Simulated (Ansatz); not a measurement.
Task: a calculation of the dielectric tensor and Born charges of SnO₂, space group Pnnm, with the Ansatz DFT code, driven from Python. Give the script and its output. Settings: LDA, norm-conserving potentials, the default cutoff (1143 eV here), 3×2×3 k-points, fixed occupations.

Input file `sno2.xyz`:
```text
6
Lattice="4.788004 0.0 0.0 0.0 4.866582 0.0 0.0 0.0 3.240898" Properties=species:S:1:pos:R:3 pbc="T T T"
Sn    2.39400200    2.43329100    1.62044900
Sn    0.00000000    0.00000000    0.00000000
O     1.39740291    1.56237722    0.00000000
O     3.79140491    0.87091378    1.62044900
O     0.99659909    3.99566822    1.62044900
O     3.39060109    3.30420478    0.00000000
```

The script, `eps.py`:
```python
"""Response of SnO2 to an electric field."""

import ansatz as az
import numpy as np

crystal = az.Crystal.from_extxyz("sno2.xyz")

# an insulator: whole occupations
model = (
    crystal.calculation()
    .functional("lda")
    .pseudopotentials("nc")
    .kpoints(3, 2, 3, center="monkhorst-pack")
    .scf(tolerance=1e-05)
    .occupations("fixed")
    .dielectric()
)
outcome = model.run(threads=1)
response = outcome.dielectric
eps = np.asarray(response.eps_inf)

print("eps_inf")
print(np.round(eps, 3) + 0.0)
for site, z in zip(outcome.lattice.sites, response.zstar_e):
    print(f"{site.symbol:2s} Z* trace/3 = {np.trace(z) / 3:+.3f} e")
print(f"charge neutrality missed by {response.zstar_sum_residual_pre_e:.4f} e before the sum rule")
```

```console
$ python eps.py
DeckWarning: basis.ecutwfc = 1142.878222 eV, auto-derived from the records' recommended cutoffs: set by O (normal level)
eps_inf
[[5.017 0.    0.   ]
 [0.    5.007 0.   ]
 [0.    0.    5.269]]
Sn Z* trace/3 = +4.306 e
Sn Z* trace/3 = +4.306 e
O  Z* trace/3 = -2.153 e
O  Z* trace/3 = -2.153 e
O  Z* trace/3 = -2.153 e
O  Z* trace/3 = -2.153 e
charge neutrality missed by 0.0079 e before the sum rule
```
(Warnings from the package without file and line.)

These settings explore the input space; cutoff and mesh may be short of convergence. Under fixed occupations the level called the Fermi level is the highest filled one on the SCF mesh; off the mesh a filled band can lie a little above it. Energy and stress may still move on a finer k-point mesh. Averages over directions belong to no single polarisation, least of all in layered crystals. Pressure is positive in compression. This cell is a computed structure, which may not be the phase found in nature. This is the electronic (clamped-ion) response; a semilocal gap that is too small tends to raise it. The typed mesh is that of the SCF; the response is solved on denser meshes that the run picks. The whole script took 3.6 min on 1 thread of Intel(R) Xeon(R) Processor @ 2.30GHz, on a shared host, peak memory 1.4 GiB.
